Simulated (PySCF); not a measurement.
# C₁₁H₁₃NOSi: NMR shifts at several levels of theory, part 2 of 2

PySCF 2.14.0. Atoms count from 0. Earlier steps stand in the parts before.

### Step 6. NMR shieldings: KT2/pcSseg-1

Job settings and geometry (Å):

```
{"job": {"kind": "nmr", "xc": "KT2", "basis": "pcSseg-1", "pop": false}, "charge": 0, "multiplicity": 1}
C     -4.588374     0.488154    -0.424176
Si    -2.881690    -0.264430    -0.517434
C     -2.801366    -1.895684     0.385564
O     -1.909722     0.917976     0.266455
C     -0.583626     0.810611     0.321842
C      0.139488     1.847116     0.982481
C      1.501666     1.745628     1.041948
C      2.158497     0.631279     0.452475
C      3.561980     0.455966     0.471595
C      4.137791    -0.647041    -0.119035
C      3.325466    -1.614404    -0.750793
C      1.956048    -1.469440    -0.784096
C      1.336904    -0.346293    -0.184565
N     -0.014752    -0.228672    -0.229299
H     -4.908737     0.609569     0.622165
H     -4.609477     1.477594    -0.905603
H     -5.323011    -0.154923    -0.934075
H     -2.448057    -0.382021    -1.939047
H     -1.780247    -2.300097     0.355106
H     -3.484640    -2.623552    -0.080706
H     -3.102074    -1.771723     1.437638
H     -0.410773     2.682607     1.416342
H      2.096866     2.516355     1.539250
H      4.181466     1.211272     0.962739
H      5.222115    -0.776595    -0.101234
H      3.790494    -2.485931    -1.218043
H      1.312185    -2.204880    -1.269862
```

Method: GIAO KT2/pcSseg-1 NMR shielding, non-relativistic, gas phase.

The log of the run:

```text
coarse grid: 23784 points
cycle   1  E = -858.4186737115  dE =  1.971e+00  |g| = 9.669e-01  |ddm| = 5.278e+00
cycle   2  E = -858.0065411537  dE =  4.121e-01  |g| = 1.691e+00  |ddm| = 2.793e+00
cycle   3  E = -858.5994163915  dE = -5.929e-01  |g| = 3.693e-01  |ddm| = 2.121e+00
cycle   4  E = -858.6285892878  dE = -2.917e-02  |g| = 1.070e-01  |ddm| = 4.809e-01
cycle   5  E = -858.6298858843  dE = -1.297e-03  |g| = 7.298e-02  |ddm| = 1.602e-01
cycle   6  E = -858.6312061617  dE = -1.320e-03  |g| = 1.665e-02  |ddm| = 9.030e-02
cycle   7  E = -858.6312720353  dE = -6.587e-05  |g| = 8.202e-03  |ddm| = 2.919e-02
cycle   8  E = -858.6312897828  dE = -1.775e-05  |g| = 3.056e-03  |ddm| = 1.179e-02
cycle   9  E = -858.6312923368  dE = -2.554e-06  |g| = 7.337e-04  |ddm| = 4.121e-03
final grid: 227256 points
cycle  10  E = -858.6787141994  dE = -4.522e-04  |g| = 2.105e-02  |ddm| = 1.675e-01
cycle  11  E = -858.6786371027  dE =  7.710e-05  |g| = 2.626e-02  |ddm| = 4.877e-02
cycle  12  E = -858.6787993979  dE = -1.623e-04  |g| = 5.793e-03  |ddm| = 3.520e-02
cycle  13  E = -858.6788066038  dE = -7.206e-06  |g| = 2.626e-03  |ddm| = 9.235e-03
cycle  14  E = -858.6788085855  dE = -1.982e-06  |g| = 5.406e-04  |ddm| = 3.539e-03
cycle  15  E = -858.6788086582  dE = -7.265e-08  |g| = 1.532e-04  |ddm| = 6.992e-04
cycle  16  E = -858.6788086619  dE = -3.743e-09  |g| = 8.806e-05  |ddm| = 2.291e-04
cycle  17  E = -858.6788086637  dE = -1.810e-09  |g| = 2.498e-05  |ddm| = 1.060e-04
cycle  18  E = -858.6788086639  dE = -1.712e-10  |g| = 8.224e-06  |ddm| = 3.898e-05
converged SCF energy = -858.6788086639

GIAO shielding tensors (ppm)
atom      isotropic    diamagn.    paramagn.     s11        s22        s33       span
  0 C      184.740     254.268     -69.527    175.898    187.488    190.835     14.938
  1 Si     349.912     885.584    -535.672    296.532    367.580    385.623     89.092
  2 C      183.310     257.642     -74.331    175.390    185.164    189.377     13.987
  3 O      161.423     402.392    -240.970     92.468    187.701    204.099    111.632
  4 C       27.535     257.704    -230.169    -42.417     29.074     95.948    138.365
  5 C       74.856     255.394    -180.538     -5.528     72.415    157.680    163.208
  6 C       49.748     248.437    -198.689    -44.291     40.338    153.197    197.488
  7 C       64.473     262.345    -197.872      1.143      2.721    189.554    188.411
  8 C       60.981     247.810    -186.829    -29.165     54.564    157.544    186.709
  9 C       64.418     255.220    -190.802    -32.681     55.265    170.670    203.350
 10 C       58.842     254.531    -195.689    -42.714     50.026    169.214    211.929
 11 C       60.661     252.251    -191.590    -26.504     54.576    153.912    180.415
 12 C       43.332     250.630    -207.298    -24.577      2.218    152.355    176.931
 13 N       -8.430     343.830    -352.260   -191.123    -48.186    214.021    405.144
 14 H       30.690      29.244       1.446     26.942     28.587     36.540      9.597
 15 H       30.591      29.669       0.921     26.127     28.232     37.414     11.286
 16 H       31.162      26.164       4.999     26.756     28.585     38.145     11.389
 17 H       25.475      31.942      -6.467     22.182     24.931     29.312      7.130
 18 H       29.597      36.095      -6.498     23.013     29.377     36.401     13.387
 19 H       31.099      28.800       2.299     26.835     28.297     38.164     11.329
 20 H       30.962      31.785      -0.823     27.687     28.569     36.629      8.942
 21 H       24.464      31.834      -7.370     19.736     25.509     28.148      8.412
 22 H       23.494      32.213      -8.718     19.147     24.223     27.113      7.967
 23 H       23.740      30.438      -6.697     19.220     24.656     27.345      8.126
 24 H       23.991      27.174      -3.182     19.988     25.540     26.446      6.458
 25 H       23.718      29.194      -5.476     19.708     24.752     26.695      6.986
 26 H       23.552      34.093     -10.541     18.941     23.608     28.107      9.166
```

It took 59 s on 8 threads of Intel Xeon Platinum 8259CL at 2.50GHz (Skylake/Cascade Lake), shared host.

In short: δ C4 155.7, C12 139.9, C6 133.5, C10 124.4, H22 7.68, H26 7.63 ppm.

### Step 7. Nuclear shieldings: HF/pcSseg-1

Same as in step 6 but for these lines:

```diff
@@ -1,2 +1,2 @@
-{"job": {"kind": "nmr", "xc": "KT2", "basis": "pcSseg-1", "pop": false}, "charge": 0, "multiplicity": 1}
+{"job": {"kind": "nmr", "xc": "HF", "basis": "pcSseg-1", "pop": false}, "charge": 0, "multiplicity": 1}
 C     -4.588374     0.488154    -0.424176
```

Level: GIAO HF/pcSseg-1 NMR shielding, non-relativistic, gas phase.

The log of the run:

```text
final grid: 227256 points
cycle   1  E = -842.1418643377  dE =  3.963e+00  |g| = 7.922e-01  |ddm| = 5.016e+00
cycle   2  E = -842.3055572576  dE = -1.637e-01  |g| = 3.718e-01  |ddm| = 1.099e+00
cycle   3  E = -842.3330724295  dE = -2.752e-02  |g| = 1.243e-01  |ddm| = 4.629e-01
cycle   4  E = -842.3371715048  dE = -4.099e-03  |g| = 2.131e-02  |ddm| = 1.788e-01
cycle   5  E = -842.3373211063  dE = -1.496e-04  |g| = 7.298e-03  |ddm| = 3.157e-02
cycle   6  E = -842.3373447922  dE = -2.369e-05  |g| = 2.705e-03  |ddm| = 1.245e-02
cycle   7  E = -842.3373504298  dE = -5.638e-06  |g| = 1.195e-03  |ddm| = 5.919e-03
cycle   8  E = -842.3373515006  dE = -1.071e-06  |g| = 3.856e-04  |ddm| = 2.767e-03
cycle   9  E = -842.3373516688  dE = -1.682e-07  |g| = 1.650e-04  |ddm| = 1.073e-03
cycle  10  E = -842.3373516945  dE = -2.564e-08  |g| = 7.091e-05  |ddm| = 4.139e-04
cycle  11  E = -842.3373517016  dE = -7.104e-09  |g| = 3.788e-05  |ddm| = 2.038e-04
cycle  12  E = -842.3373517036  dE = -2.028e-09  |g| = 1.576e-05  |ddm| = 1.235e-04
cycle  13  E = -842.3373517040  dE = -4.065e-10  |g| = 5.807e-06  |ddm| = 5.976e-05
converged SCF energy = -842.3373517040

GIAO shielding tensors (ppm)
atom      isotropic    diamagn.    paramagn.     s11        s22        s33       span
  0 C      191.329     253.715     -62.386    184.023    194.541    195.423     11.400
  1 Si     388.509     878.298    -489.789    349.917    402.252    413.357     63.440
  2 C      191.369     257.514     -66.145    185.340    194.120    194.648      9.308
  3 O      210.355     404.873    -194.518    129.855    246.965    254.244    124.389
  4 C       19.733     252.060    -232.327    -87.938     30.262    116.875    204.813
  5 C       74.043     256.132    -182.089    -27.708     80.459    169.378    197.086
  6 C       38.208     252.532    -214.324    -85.536     31.190    168.968    254.504
  7 C       63.726     263.525    -199.800    -11.130      0.267    202.041    213.171
  8 C       54.656     250.668    -196.012    -58.976     50.810    172.134    231.110
  9 C       62.983     257.169    -194.186    -51.609     56.545    184.013    235.622
 10 C       51.490     256.540    -205.051    -71.741     43.564    182.647    254.388
 11 C       57.812     250.739    -192.927    -48.601     54.591    167.446    216.048
 12 C       34.877     246.835    -211.959    -56.996    -10.190    171.817    228.813
 13 N      -16.187     343.658    -359.845   -232.027    -59.857    243.324    475.351
 14 H       31.158      29.647       1.511     26.990     28.926     37.556     10.566
 15 H       31.055      30.155       0.900     26.198     28.612     38.355     12.157
 16 H       31.671      26.524       5.147     26.862     28.812     39.339     12.477
 17 H       26.684      31.915      -5.232     23.101     26.136     30.814      7.713
 18 H       30.116      36.368      -6.251     23.105     29.607     37.637     14.532
 19 H       31.593      29.181       2.412     26.890     28.474     39.413     12.522
 20 H       31.444      32.189      -0.745     27.681     28.825     37.827     10.146
 21 H       24.613      32.144      -7.530     19.068     25.889     28.884      9.816
 22 H       23.226      32.466      -9.239     18.365     23.639     27.675      9.310
 23 H       23.696      30.135      -6.439     18.438     24.824     27.824      9.386
 24 H       24.219      27.615      -3.396     19.440     25.929     27.289      7.849
 25 H       23.759      29.417      -5.658     19.229     24.815     27.234      8.005
 26 H       23.486      33.339      -9.854     17.767     23.904     28.786     11.019
```

Run time: 51 s. Hardware: 8 threads of Intel Xeon Platinum 8259CL at 2.50GHz (Skylake/Cascade Lake), shared host.

This run: δ C4 171.1, C12 156.0, C6 152.6, C10 139.4, H22 8.46, H26 8.20 ppm.

### Step 8. Run by run: NMR shifts

Shifts (ppm) of some atoms, chosen among heavy atoms and hydrogens apart, with basis size and wall time:

| run | C4 | C12 | C6 | H22 | H17 | O3 | N13 | functions | time |
| --- | --- | --- | --- | --- | --- | --- | --- | --- | --- |
| PBE0/pcSseg-1 | 166.1 | 150.7 | 145.7 | 8.08 | 5.52 | 163.7 | 290.8 | 310 | 87 s |
| PBE/pcSseg-1 | 163.0 | 147.9 | 142.2 | 7.86 | 5.72 | 181.4 | 291.2 | 310 | 63 s |
| wB97X-D/pcSseg-1 | 168.2 | 152.6 | 147.6 | 8.13 | 5.44 | 155.1 | 288.2 | 310 | 1.9 min |
| KT2/pcSseg-1 | 155.7 | 139.9 | 133.5 | 7.68 | 5.70 | 169.2 | 272.7 | 310 | 59 s |
| HF/pcSseg-1 | 171.1 | 156.0 | 152.6 | 8.46 | 5.00 | 123.0 | 281.9 | 310 | 51 s |

### Step 9. Results

The summary covers parts 1 to 2.

```
                                                               quantity                                                                    value
                                                            point group                                                                       C1
                                   rotational constants (main isotopes)                                                     1.50, 0.34, 0.29 GHz
13C shifts against TMS (PBE0/pcSseg-1, means over atoms taken as alike)  166.1, 150.7, 145.7, 135.4, 133.4, 133.0, 128.8, 127.9, 118.2, -0.9 ppm
 1H shifts against TMS (PBE0/pcSseg-1, means over atoms taken as alike)                       8.08, 8.03, 7.80, 7.80, 7.51, 7.03, 5.52, 0.51 ppm
                                29Si shifts against TMS (PBE0/pcSseg-1)                                                                 10.7 ppm
                                 17O shifts against H2O (PBE0/pcSseg-1)                                                                163.7 ppm
                                 15N shifts against NH3 (PBE0/pcSseg-1)                                                                290.8 ppm
                                               range of the shift of O3                                                       123.0 to 181.4 ppm
```

What this shows: Single values in the summary come from the first sound run of each kind (PBE0/pcSseg-1), which need not be the best level. The optimisation took 8 steps and gained 0.140 eV; among the close pairs (by a distance rule), Si1–O3 changed most, from 1.662 to 1.720 Å. No frequency check was run at this level, so the end point may be a saddle. At PBE0/pcSseg-1: Shielding is most anisotropic at N13 (span 461 ppm, paramagnetic term -369 ppm). NICS(1)zz of -23 ppm above the planar ring from C4 marks a diatropic (aromatic) ring current. NICS(1)zz of -28 ppm above the planar ring from C7 marks a diatropic (aromatic) ring current. In ppm, O3 moves most: its shift spreads over 58.4 ppm, from 123.0 (HF/pcSseg-1) to 181.4 (PBE/pcSseg-1).
